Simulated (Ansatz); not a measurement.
# CoSi6: the cost of one run

Computed with Ansatz 0.2.0, Gaussian basis. Level: UKS PBE0-D4/def2-SVP.

The runs, in order: a search for the lowest solution at PBE0-D4/def2-SVP; a single point at PBE0-D4/def2-TZVP.

6 further runs of the same task are left out: 5 that didn't finish, 1 set aside as unsound or not needed. Runs told in other sessions of the task aren't counted.

## (1) The relaxed structure

The doublet was relaxed beforehand with r2SCAN-D4/def2-SVP. At that level it is the lowest of the isomers that a small search found.

7 atoms, charge 0, spin multiplicity 2.

Atoms are counted from 1 here; the program's logs count them from 0.

Bond lengths: Co1–Si2 2.787 Å, Co1–Si3 2.278 Å, Co1–Si4 2.304 Å, Co1–Si6 2.428 Å, Co1–Si7 2.141 Å, Si2–Si3 2.449 Å, Si2–Si4 2.413 Å, Si2–Si5 2.439 Å, Si2–Si7 2.406 Å, Si3–Si4 2.385 Å, Si3–Si5 2.403 Å, Si3–Si6 2.415 Å, Si5–Si6 2.585 Å, Si6–Si7 2.527 Å. Angles: Si2–Co1–Si3 56.8°, Si2–Co1–Si4 55.6°, Si2–Co1–Si6 91.0°, Si2–Co1–Si7 56.6°, Si3–Co1–Si4 62.7°, Si3–Co1–Si6 61.7°, Si3–Co1–Si7 90.1°, Si4–Co1–Si6 124.3°, Si4–Co1–Si7 111.1°, Si6–Co1–Si7 66.8°, Co1–Si2–Si3 51.1°, Co1–Si2–Si4 52.0°, Co1–Si2–Si5 84.3°, Co1–Si2–Si7 48.0°, Si3–Si2–Si4 58.7°, Si3–Si2–Si5 58.9°, Si3–Si2–Si7 80.3°, Si4–Si2–Si5 117.4° and more.

No spin-orbit coupling is included.

Bonds by kind at the end (by distance):

```tsv
bond	count	shortest (Å)	longest (Å)
Si–Si	10	2.385	2.615
Co–Si	5	2.141	2.787
```

## (2) Searching for the lowest solution, PBE0-D4/def2-SVP

start.molden holds the orbitals of an earlier run on this state, given as this run's starting guess.

The input, in.yaml:

```yaml
crystal:
  periodic: [false, false, false]
  atoms:
    - {symbol: Co, position_ang: [1.235540, 0.219109, 0.867929]}
    - {symbol: Si, position_ang: [-1.396385, 0.936539, 0.296331]}
    - {symbol: Si, position_ang: [0.426706, 0.414333, -1.252590]}
    - {symbol: Si, position_ang: [0.579332, 2.317153, 0.176563]}
    - {symbol: Si, position_ang: [-1.411863, -1.115841, -1.021962]}
    - {symbol: Si, position_ang: [1.021530, -1.793048, -0.473942]}
    - {symbol: Si, position_ang: [-0.454860, -0.978255, 1.407673]}
basis:
  gaussian: {orbitals: def2-SVP, initial_orbitals: start.molden}
magnetization: {spin_polarized: true, initial_magnetization: 1}
hamiltonian: {xc: pbe0, dispersion: d4}
output: {orbitals: {seedname: orbitals}}
```

The run is started by

```
> ansatz run in.yaml --threads 4 --pin off --events-out ev --progress --plain --max-ram 4787MiB
```

**Question.** How long does this run take on 4 threads of Arm Neoverse V1, shared host, and how much memory does it need?

About 39 s, with a peak of 0.74 GiB.
